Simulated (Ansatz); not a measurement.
# AlGaHCl (singlet): from Hartree-Fock to the top rungs, cc-pVDZ

The task here is to estimate one member of a computed series from the others.

The runs use Ansatz 0.2.0, Gaussian basis; cc-pVDZ, core rule «outside noble gas», up to 24 orbitals frozen.

Plan: UHF; CCSD(T) on RHF; CCSD(T) on UHF; BCCD(T) on RHF; CISD; CCSDT(Q) on RHF; CCSDT(Q) on UHF; CASSCF and MRCISD+Q, 8 electrons in 8 orbitals; CASSCF and NEVPT2, 8 electrons in 8 orbitals.

25 further runs of the same task are left out: 3 for a known fault of the program, 11 that didn't finish, 11 set aside as unsound or not needed. Runs told in other sessions of the task aren't counted.

**The system**

The geometry is a PBE0/def2-TZVP stationary point (not a proven minimum). No spin-orbit coupling is included. The filled d shell of Ga may be among the frozen orbitals whatever the setting's name suggests.

4 atoms, charge 0, spin multiplicity 1.

Atoms are counted from 1 here; the program's logs count them from 0.

Bond lengths: Cl1–Al2 2.129 Å, Al2–Ga3 2.649 Å, Al2–H4 1.897 Å, Ga3–H4 1.875 Å. Angles: Cl1–Al2–Ga3 150.0°, Cl1–Al2–H4 104.9°, Ga3–Al2–H4 45.1°, Al2–Ga3–H4 45.7°, Al2–H4–Ga3 89.2°.

Geometry (Å):

```
Cl    0.0000    0.1900    2.8494
Al    0.0000   -0.4735    0.8266
Ga    0.0000    0.0705   -1.7658
H     0.0000    1.1158   -0.2090
```

Set-up of the first run:

The input, in.yaml:

```yaml
crystal:
  periodic: [false, false, false]
  atoms:
    - {symbol: Cl, position_ang: [0.000000, 0.190032, 2.849429]}
    - {symbol: Al, position_ang: [0.000000, -0.473503, 0.826644]}
    - {symbol: Ga, position_ang: [0.000000, 0.070478, -1.765763]}
    - {symbol: H, position_ang: [0.000000, 1.115800, -0.209029]}
basis:
  gaussian: {orbitals: cc-pVDZ}
magnetization: {spin_polarized: true, initial_magnetization: 0}
hamiltonian: {xc: hf}
output: {orbitals: {seedname: orbitals}}
```

The run is started by

```bash
$ ansatz run in.yaml --threads 1 --pin off --events-out ev --progress --plain --max-ram 2393MiB
```

Among the steps run: UHF; CCSD(T) on RHF; CCSD(T) on UHF; BCCD(T) on RHF; CISD; CCSDT(Q) on RHF; CCSDT(Q) on UHF; CASSCF and MRCISD+Q, 8 electrons in 8 orbitals; CASSCF and NEVPT2, 8 electrons in 8 orbitals.

One of the session's tables, all rows but one given; the rest of the session is left out.

It belongs to the step «Misses and costs». 

```
         method  from RCCSDT(Q) (kcal/mol)
            RHF                          ?
            UHF                    +182.76
           RMP2                     +30.85
           CISD                     +26.54
          RCCSD                      +6.32
       RCCSD(T)                      +1.24
        BCCD(T)                      +1.20
         RCCSDT                      +0.44
      RCCSDT(Q)                          0
CASSCF frontier                    +147.48
NEVPT2 frontier                     +25.97
```

Estimate the missing values for RHF.

The run gave: from RCCSDT(Q) (kcal/mol): +182.86. In the column «from RCCSDT(Q) (kcal/mol)» it is the highest.

Not comparable, so not listed: CCSD(T) on UHF; CASSCF and MRCISD+Q, 8 electrons in 8 orbitals (they don't share determinant, frozen orbitals or solution with the rows shown, or repeat one).

Limits of these values: Warnings: restricted reference is unstable; spin contamination. Warnings in the runs' records: passed over end.
